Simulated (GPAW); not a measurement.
The system is NiMoIrPdW.

```
CELL_PARAMETERS angstrom
2.76078 0.00000 0.00000
-1.38039 2.39090 0.00000
0.00000 0.00000 11.34051
ATOMIC_POSITIONS crystal
Ni 0.00000 0.00000 0.70917
Mo 0.66667 0.33333 0.29425
Pd 0.66667 0.33333 0.89901
Ir 0.00000 0.00000 0.10604
W 0.66667 0.33333 0.52921
```

The cell was built by a generator and needn't be a form met in nature.

```yaml
Program: GPAW 26.7.0
Task: relaxation of cell and atoms
Functional: PBE
Dispersion: D4
Potentials_or_basis: GPAW PAW data sets (gpaw-data 1.2.1)
Cutoff: 600 eV
Basis: pw
k_mesh: 6 × 6 × 2
Occupations: fermi-dirac, width 0.05 eV
Spin: collinear spin, ferromagnetic start
Starting_moments: "[1.0, 1.0, 0.0, 0.6, 0.0] μB"
```

At the start: pressure -5.5 GPa; volume 14.97 Å³/atom.

Question: How do energy, volume and symmetry change on relaxing?

Answer: Over 8 steps the energy falls by 7.2 meV/atom and the volume is 14.61 Å³/atom (-2.4 %); space group P3m1 (No. 156, to 0.05 Å); moment 0.60 μB per cell.

Step by step:
| step | energy change (eV) | largest force (eV/Å) | pressure (GPa) | volume (Å³) |
| --- | --- | --- | --- | --- |
| 1 | 0.0000 | 0.1992 | -5.47 | 74.86 |
| 2 | -0.0114 | 0.1685 | -4.46 | 74.53 |
| 3 | -0.0340 | 0.1528 | 0.16 | 73.10 |
| 4 | -0.0345 | 0.1112 | 0.06 | 73.11 |
| 5 | -0.0353 | 0.0511 | -0.03 | 73.09 |
| 6 | -0.0355 | 0.0545 | -0.03 | 73.08 |
| 7 | -0.0359 | 0.0355 | 0.00 | 73.05 |
| 8 | -0.0360 | 0.0196 | 0.02 | 73.05 |

Final structure:
```yaml
crystal:
  lattice:
    - [2.74473, -0.00001, 0.00000]
    - [-1.37238, 2.37700, 0.00000]
    - [0.00000, 0.00000, 11.19701]
  atoms:
    - { symbol: Ni, position: [0.00000, 0.00000, 0.71029] }
    - { symbol: Mo, position: [0.66667, 0.33333, 0.29407] }
    - { symbol: Pd, position: [0.66667, 0.33333, 0.90013] }
    - { symbol: Ir, position: [0.00000, 0.00000, 0.10493] }
    - { symbol: W, position: [0.66667, 0.33333, 0.52825] }
```

Caveat: the k mesh is coarse (spacing up to 0.44 Å⁻¹), so the values aren't converged; each step starts from the last one's moments, so a moment once lost doesn't come back; the stock nickel data set gives pressures a few GPa off other programs; later steps reuse the first step's grids; pairwise dispersion overbinds metals, which lowers pressure and volume.
